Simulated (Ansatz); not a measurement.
The system is AlCo4.

```xyz
5
Lattice="1.2893 0.7444 9.9744 -1.2893 0.7444 9.9744 0.0000 -1.4888 9.9744" Properties=species:S:1:pos:R:3 pbc="T T T"
Co    0.0000    0.0000   12.0035
Co    0.0000    0.0000   23.9289
Co    0.0000    0.0000    5.9942
Co    0.0000    0.0000   17.9196
Al    0.0000    0.0000    0.0000
```

The cell comes from a database or a generator and needn't be the stable form of this composition.

```yaml
Program: Ansatz 0.2.0
Task: relaxation of cell and atoms
Functional: LDA
Potentials_or_basis: Ansatz PAW
Cutoff: "420 eV (not typed: the program's choice for these potentials)"
k_mesh: 12 × 12 × 12
Occupations: fermi-dirac, width 0.05 eV
Spin: collinear spin, ferromagnetic start
Starting_moments: "[2.0, 2.0, 2.0, 2.0, 0.0] μB"
```

At the start: volume 11.49 Å³/atom.

Task: Where does the relaxation end?

Result: It ends after 9 steps and the volume is 10.51 Å³/atom (-8.5 %); space group R-3m (No. 166, to 0.05 Å); moment 4.56 μB per cell.

Step by step:
| step | energy change (eV) | largest force (eV/Å) | volume (Å³) |
| --- | --- | --- | --- |
| 1 | 0.0000 | 0.1715 | 57.44 |
| 2 | -0.1947 | 0.0410 | 54.73 |
| 3 | -0.2474 | 0.1052 | 52.48 |
| 4 | -0.2487 | 0.0132 | 52.54 |
| 5 | -0.2487 | 0.0084 | 52.60 |
| 6 | -0.2487 | 0.0010 | 52.59 |
| 7 | -0.2444 | 0.0011 | 52.59 |
| 8 | -0.2445 | 0.0018 | 52.54 |
| 9 | -0.2444 | 0.0016 | 52.54 |

Final structure:
```cif
data_structure
_symmetry_space_group_name_H-M 'P 1'
_symmetry_Int_Tables_number 1
_cell_length_a 9.8029
_cell_length_b 9.8029
_cell_length_c 9.8029
_cell_angle_alpha 14.660
_cell_angle_beta 14.660
_cell_angle_gamma 14.660
_cell_volume 52.54
loop_
_atom_site_label
_atom_site_type_symbol
_atom_site_fract_x
_atom_site_fract_y
_atom_site_fract_z
_atom_site_occupancy
Co1 Co 0.40071 0.40071 0.40071 1
Co2 Co 0.80007 0.80007 0.80007 1
Co3 Co 0.19993 0.19993 0.19993 1
Co4 Co 0.59929 0.59929 0.59929 1
Al1 Al 0.00000 0.00000 0.00000 1
```

Caveat: the plane-wave basis is chosen anew once the cell has moved, so the energies of steps on either side of that aren't comparable; the PAW data sets come from PBE, with cores solved anew for the run's functional, which leaves a small shift of forces and pressure.
